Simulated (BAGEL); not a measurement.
**HF/6-31G(d) (density fitting with qzvpp-jkfit, spherical functions) run of C2H4N2Si (SMILES C=N[SiH2]C#N)**

Aim: the energy change on altering one bond length of C2H4N2Si at HF/6-31G* (density fitting with qzvpp-jkfit, spherical functions), from 2 runs. 

The results are computed with BAGEL 1.2.2.

1 further run of the same task is left out (set aside as unsound or not needed).

### 1 The system as given

The species is C2H4N2Si (9 atoms), meant as a singlet with charge 0. SMILES: `C=N[SiH2]C#N`. The coordinates come from a GFN2-xTB relaxation. This is one conformer, not always the lowest.

Bond lengths: C1–N2 1.246 Å, N2–Si3 1.717 Å, Si3–C4 1.869 Å, C4–N5 1.145 Å, C1–H6 1.094 Å, C1–H7 1.087 Å, Si3–H8 1.468 Å, Si3–H9 1.459 Å. Some angles: C1–N2–Si3 136.9°, N2–Si3–C4 101.4°, Si3–C4–N5 178.3°, N2–C1–H6 125.0°, N2–C1–H7 119.2°, N2–Si3–H8 120.7°, N2–Si3–H9 104.1°, C4–Si3–H8 106.2°, C4–Si3–H9 109.7°, H6–C1–H7 115.8°.

### 2 The energy at HF/6-31G(d) (density fitting with qzvpp-jkfit, spherical functions)

The input, calc.json:

```json
{ "bagel" : [

{
  "title" : "molecule",
  "basis" : "6-31gs.json",
  "df_basis" : "qzvpp-jkfit",
  "angstrom" : true,
  "geometry" : [
    { "atom" : "C", "xyz" : [       1.347660,       0.824080,       0.994470 ] },
    { "atom" : "N", "xyz" : [       0.669680,       0.554920,      -0.015800 ] },
    { "atom" : "Si", "xyz" : [      -0.938530,       0.053400,      -0.349030 ] },
    { "atom" : "C", "xyz" : [      -0.643660,      -1.575130,      -1.217140 ] },
    { "atom" : "N", "xyz" : [      -0.496650,      -2.579230,      -1.746650 ] },
    { "atom" : "H", "xyz" : [       0.982050,       0.783810,       2.024350 ] },
    { "atom" : "H", "xyz" : [       2.384800,       1.127050,       0.872380 ] },
    { "atom" : "H", "xyz" : [      -1.877610,      -0.228690,       0.743450 ] },
    { "atom" : "H", "xyz" : [      -1.427720,       1.039790,      -1.306010 ] }
  ]
},

{
  "title" : "hf"
},

{
  "title" : "print",
  "file" : "orbitals.molden",
  "orbitals" : true
}

]}
```

The basis set 6-31G* is read from a file made from the Basis Set Exchange's data (not shown).

Started as:

```bash
$ BAGEL_NUM_THREADS=1 BAGEL calc.json > calc.out
```

The log of the run:

```text
* using 1 threads per process

  ===============================================================
  ===============================================================

  *** Geometry ***

  { "atom" : "C", "xyz" : [      2.546708,      1.557286,      1.879276 ] },
  { "atom" : "N", "xyz" : [      1.265512,      1.048647,     -0.029858 ] },
  { "atom" : "Si", "xyz" : [     -1.773565,      0.100911,     -0.659571 ] },
  { "atom" : "C", "xyz" : [     -1.216341,     -2.976564,     -2.300061 ] },
  { "atom" : "N", "xyz" : [     -0.938532,     -4.874038,     -3.300690 ] },
  { "atom" : "H", "xyz" : [      1.855806,      1.481186,      3.825467 ] },
  { "atom" : "H", "xyz" : [      4.506619,      2.129816,      1.648559 ] },
  { "atom" : "H", "xyz" : [     -3.548169,     -0.432161,      1.404917 ] },
  { "atom" : "H", "xyz" : [     -2.698000,      1.964918,     -2.468001 ] },

  Number of auxiliary basis functions:      504

  Since a DF basis is specified, we compute 2- and 3-index integrals:
    o Being stored without compression. Storage requirement is 0.027 GB

  Number of basis functions:       82
  Number of electrons      :       44

    * METHOD: MOLECULE                             0.15

  *** RHF ***

  === Nuclear Repulsion ===
   185.8532080438

      * DIIS with orbital gradients will be used.

  === RHF iteration (6-31gs.json) ===
      0       -475.57058274          0.02418174           0.03
      1       -475.71531500          0.01915156           0.03
      2       -475.86536908          0.00240759           0.03
      3       -475.86840299          0.00127580           0.03
      4       -475.86917858          0.00026314           0.03
      5       -475.86922839          0.00009584           0.03
      6       -475.86923996          0.00004526           0.03
      7       -475.86924296          0.00001006           0.03
      8       -475.86924308          0.00000423           0.03
      9       -475.86924310          0.00000185           0.03
     10       -475.86924310          0.00000133           0.03
     11       -475.86924311          0.00000050           0.03
     12       -475.86924311          0.00000024           0.03
     13       -475.86924311          0.00000011           0.03
     14       -475.86924311          0.00000004           0.03
     15       -475.86924311          0.00000001           0.03
     16       -475.86924311          0.00000001           0.03
    * SCF iteration converged.

    * Permanent dipole moment:
           (    0.057329,    -1.401770,    -1.463884) a.u.

    * METHOD: HF                                   0.64

    * METHOD: PRINT                                0.01

  ===============================================================
```

It took 0.96 s on 1 thread of AMD EPYC 9R45 (Zen 5), shared host; peak memory 0.12 GiB.

### 3 The distorted shape, same level

The input, hf.json:

```json
{ "bagel" : [

{
  "title" : "molecule",
  "basis" : "6-31gs.json",
  "df_basis" : "qzvpp-jkfit",
  "angstrom" : true,
  "geometry" : [
    { "atom" : "C", "xyz" : [    2.151806,    1.074853,    1.161094 ] },
    { "atom" : "N", "xyz" : [    1.473826,    0.805693,    0.150824 ] },
    { "atom" : "Si", "xyz" : [   -0.938530,    0.053400,   -0.349030 ] },
    { "atom" : "C", "xyz" : [   -0.643660,   -1.575130,   -1.217140 ] },
    { "atom" : "N", "xyz" : [   -0.496650,   -2.579230,   -1.746650 ] },
    { "atom" : "H", "xyz" : [    1.786196,    1.034583,    2.190974 ] },
    { "atom" : "H", "xyz" : [    3.188946,    1.377823,    1.039004 ] },
    { "atom" : "H", "xyz" : [   -1.877610,   -0.228690,    0.743450 ] },
    { "atom" : "H", "xyz" : [   -1.427720,    1.039790,   -1.306010 ] }
  ]
},
{
  "title" : "hf"
},
{
  "title" : "print",
  "file" : "orbitals.molden",
  "orbitals" : true
}

]}
```

The basis set 6-31G* is read from a file made from the Basis Set Exchange's data (not shown).

Started as:

```bash
$ BAGEL_NUM_THREADS=1 BAGEL hf.json > hf.out
```

The log of the run:

```text
* using 1 threads per process

  ===============================================================
  ===============================================================

  *** Geometry ***

  { "atom" : "C", "xyz" : [      4.066324,      2.031178,      2.194150 ] },
  { "atom" : "N", "xyz" : [      2.785127,      1.522539,      0.285016 ] },
  { "atom" : "Si", "xyz" : [     -1.773565,      0.100911,     -0.659571 ] },
  { "atom" : "C", "xyz" : [     -1.216341,     -2.976564,     -2.300061 ] },
  { "atom" : "N", "xyz" : [     -0.938532,     -4.874038,     -3.300690 ] },
  { "atom" : "H", "xyz" : [      3.375421,      1.955079,      4.140341 ] },
  { "atom" : "H", "xyz" : [      6.026235,      2.603708,      1.963433 ] },
  { "atom" : "H", "xyz" : [     -3.548169,     -0.432161,      1.404917 ] },
  { "atom" : "H", "xyz" : [     -2.698000,      1.964918,     -2.468001 ] },

  Number of auxiliary basis functions:      504

  Since a DF basis is specified, we compute 2- and 3-index integrals:
    o Being stored without compression. Storage requirement is 0.027 GB

  Number of basis functions:       82
  Number of electrons      :       44

    * METHOD: MOLECULE                             0.14

  *** RHF ***

  === Nuclear Repulsion ===
   166.0263606591

      * DIIS with orbital gradients will be used.

  === RHF iteration (6-31gs.json) ===
      0       -475.34385011          0.02700131           0.03
      1       -475.41098756          0.02688775           0.03
      2       -475.74340626          0.00228204           0.03
      3       -475.74774802          0.00061325           0.03
      4       -475.74807143          0.00021272           0.03
      5       -475.74811820          0.00012612           0.03
      6       -475.74812890          0.00004543           0.03
      7       -475.74813209          0.00001178           0.03
      8       -475.74813224          0.00000822           0.03
      9       -475.74813231          0.00000290           0.03
     10       -475.74813233          0.00000113           0.03
     11       -475.74813233          0.00000066           0.03
     12       -475.74813233          0.00000027           0.03
     13       -475.74813233          0.00000011           0.03
     14       -475.74813233          0.00000005           0.03
     15       -475.74813233          0.00000003           0.03
     16       -475.74813233          0.00000002           0.03
     17       -475.74813233          0.00000001           0.03
    * SCF iteration converged.

    * Permanent dipole moment:
           (    0.668956,    -1.123198,    -1.105127) a.u.

    * METHOD: HF                                   0.65

    * METHOD: PRINT                                0.01

  ===============================================================
```

Wall time 0.96 s (1 thread of AMD EPYC 9R45 (Zen 5), shared host); peak memory 0.12 GiB.

### 4 What came out

Level: HF/6-31G* (density fitting with qzvpp-jkfit, spherical functions).

| quantity | value |
| --- | --- |
| first shape: total energy | -475.86924 Eh |
| first shape: dipole moment | 5.15 D |
| first shape: HOMO energy | -10.97 eV |
| first shape: LUMO energy | 3.04 eV |
| first shape: HOMO–LUMO gap | 14.01 eV |
| distorted shape: total energy | -475.74813 Eh |
| distorted shape: dipole moment | 4.35 D |
| distorted shape: HOMO energy | -8.78 eV |
| distorted shape: LUMO energy | 0.67 eV |
| distorted shape: HOMO–LUMO gap | 9.45 eV |
| energy change with the N2–Si3 bond stretched from 1.717 to 2.576 Å | 3.296 eV |

With the N2–Si3 bond stretched from 1.717 to 2.576 Å the energy rises by 3.30 eV (76 kcal/mol). The first shape isn't relaxed at this level, so the change isn't measured from a minimum. A restricted reference can't describe the breaking bond well at this length.
